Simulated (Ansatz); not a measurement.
# Hf: the cost of one run

Computed with Ansatz 0.2.0 (DFT PBEsol, scalar-relativistic, plane waves, PAW, unless a step's input says otherwise).

## 1. Starting point

The structure is hexagonal, space group P6_3/mmc (No. 194). The conventional cell has a = 3.197 Å, b = 3.197 Å, c = 5.058 Å, α = 90.00°, β = 90.00°, γ = 120.00°. Hf (site symmetry -6m2) is surrounded by 12 Hf at 3.13 to 3.20 Å.

Structure file:

```xyz
2
Lattice="3.1967 0.0000 0.0000 -1.5983 2.7684 0.0000 0.0000 0.0000 5.0578" Properties=species:S:1:pos:R:3 pbc="T T T"
Hf    0.0000    1.8456    1.2645
Hf    1.5983    0.9228    3.7934
```

No relaxation comes first: the listed cell is the starting point.

## 2. The scan: an axial (c/a) deformation path

At fixed volume and fractional coordinates, lengths along (0.000, 0.000, 1.000) are scaled against those across it; ρ is that ratio over its starting value.

## 3. ρ = 0.850

Contents of input.yaml:

```yaml
crystal:
  lattice:
    - [3.3746497546, 0.0, 0.0]
    - [-1.6873248773, 2.9225324164, 0.0]
    - [0.0, 0.0, 4.538450495]
  atoms:
    - { symbol: Hf, position: [0.3333333333, 0.6666666667, 0.25] }
    - { symbol: Hf, position: [0.6666666667, 0.3333333333, 0.75] }
basis:
  ecutwfc: 420
kpoints:
  mp_grid: { grid: [18, 18, 10] }
hamiltonian:
  xc: pbesol
scf:
  occupations: { method: gaussian, width: 0.15 }
output:
  forces: true
  stress: true
  eigenvalues: true
  write_density: true
  write_potential: true
  elf: true
  volumetric_format: npy
```

Launch:

```console
ansatz run input.yaml --threads 1 --pin off --max-ram 2560MiB --backend cpu --events-out ev --progress --plain --runs-dir out
```

**Question.** How long does this run take on 1 thread of Arm Neoverse V2, shared host, and how much memory does it need?

About 15 s, with a peak of 0.47 GiB.
